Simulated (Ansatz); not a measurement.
Task: a single point in a Gaussian basis of C₂H₄FNOSi, SMILES FC1([SiH3])N=CO1, with Ansatz 0.2.0, Python API. Give the script and its output. Level of theory: CAM-B3LYP, def2-SVPD basis, multiplicity 1.

| atom | x (Å) | y (Å) | z (Å) |
| --- | --- | --- | --- |
| F | -1.5744 | -0.3078 | 1.0611 |
| C | -0.5619 | 0.0768 | 0.2933 |
| Si | 0.7308 | -1.3369 | 0.1528 |
| N | 0.0122 | 1.4219 | 0.6114 |
| C | -0.5056 | 1.8348 | -0.5156 |
| O | -0.9364 | 0.6856 | -0.9541 |
| H | 1.3462 | -1.7207 | 1.5000 |
| H | 0.2250 | -2.5549 | -0.4481 |
| H | 1.9169 | -0.9223 | -0.6557 |
| H | -0.5697 | 2.7724 | -1.0421 |

`energy_c2h4fnosi.py`:
```python
"""Electronic structure of the C2H4FNOSi molecule."""

import ansatz as az
import numpy as np

BASIS = "def2-SVPD"
XC = "cam_b3lyp"

GEOMETRY = """
F    -1.57440   -0.30780    1.06110
C    -0.56190    0.07680    0.29330
Si    0.73080   -1.33690    0.15280
N     0.01220    1.42190    0.61140
C    -0.50560    1.83480   -0.51560
O    -0.93640    0.68560   -0.95410
H     1.34620   -1.72070    1.50000
H     0.22500   -2.55490   -0.44810
H     1.91690   -0.92230   -0.65570
H    -0.56970    2.77240   -1.04210
"""

molecule = az.Crystal.molecule()
for line in GEOMETRY.strip().splitlines():
    symbol, *xyz = line.split()
    molecule = molecule.atom(symbol, [float(v) for v in xyz])

base = (
    molecule.calculation()
    .basis(gaussian=BASIS)
    .functional(XC)
    .forces()
)
trace = []
result = base.session().plan().execute(on_event=trace.append)
report = result.report
for event in trace:
    if event["event"] == "mean_field_evaluation" and event["data"]["evaluation"] <= 25:
        print("pass {evaluation:3d}  E = {energy_ev:.6f} eV  gradient {gradient_ev:.1e}".format(**event["data"]))

for key in ("converged", "free_energy_ev", "reference_energy_ev", "n_frozen", "n_occupied", "n_virtual"):
    print(f"{key:22s} {report[key]}")

state = report["mean_field"]["state"]
print(f"mean field: {state['energy']['hartree']:.7f} Ha, <S^2> = {abs(state['spin_squared']):.4f}, stability: {state.get('stability', {}).get('kind')}")

symbols = [site.symbol for site in molecule.cartesian_sites]
forces = np.array(report["forces_ev_ang"])
print("largest force", round(float(np.linalg.norm(forces, axis=1).max()), 4), "eV/A, rms", round(float(np.sqrt((forces ** 2).mean())), 4))

charges = report["charge_distribution"]
print("dipole moment", round(4.803205 * float(np.linalg.norm(charges["dipole_moment_e_ang"])), 3), "D")
print("Mulliken:", [(s, round(q, 3)) for s, q in zip(symbols, charges["mulliken_charges_e"])])
```

`python energy_c2h4fnosi.py` gives:
```text
pass   1  E = -16252.189068 eV  gradient 5.0e+01
pass   2  E = -16250.247817 eV  gradient 6.0e+01
pass   3  E = -16256.735474 eV  gradient 5.3e+00
pass   4  E = -16256.768826 eV  gradient 4.0e+00
pass   5  E = -16256.796711 eV  gradient 6.6e-01
pass   6  E = -16256.797305 eV  gradient 2.5e-01
pass   7  E = -16256.795809 eV  gradient 2.5e-01
pass   8  E = -16256.795927 eV  gradient 7.4e-02
pass   9  E = -16256.819810 eV  gradient 3.4e-01
pass  10  E = -16256.820045 eV  gradient 5.1e-02
pass  11  E = -16256.820052 eV  gradient 1.1e-02
pass  12  E = -16256.820053 eV  gradient 3.3e-03
pass  13  E = -16256.820053 eV  gradient 1.6e-03
pass  14  E = -16256.820051 eV  gradient 3.1e-03
pass  15  E = -16256.820051 eV  gradient 5.1e-04
pass  16  E = -16256.820051 eV  gradient 1.3e-04
pass  17  E = -16256.820051 eV  gradient 4.6e-05
pass  18  E = -16256.820051 eV  gradient 4.6e-05
converged              True
free_energy_ev         -16256.820196501185
reference_energy_ev    -16256.820196501185
n_frozen               0
n_occupied             [27, 27]
n_virtual              [135, 135]
mean field: -597.4271230 Ha, <S^2> = 0.0000, stability: minimum
largest force 5.4762 eV/A, rms 1.4616
dipole moment 1.871 D
Mulliken: [('F', -0.416), ('C', 0.745), ('Si', -0.425), ('N', -0.449), ('C', 0.946), ('O', -0.517), ('H', 0.18), ('H', 0.211), ('H', 0.196), ('H', -0.47)]
```

Caveats:
- Total energies depend on the basis set; only differences at equal settings carry meaning.
- The geometry is a force-field or estimated start, not a minimum of this method, and the basis set is short of its limit.
- Mulliken charges are unreliable in a basis with diffuse functions.
- Early passes use coarser integrals and grids, so their energies can't be compared with the last.
- Timing: 11 s on 1 thread of Arm Neoverse V2, on a shared host, peak memory 0.57 GiB.

(Lines on the test bed's own set-up are left out of the output.)
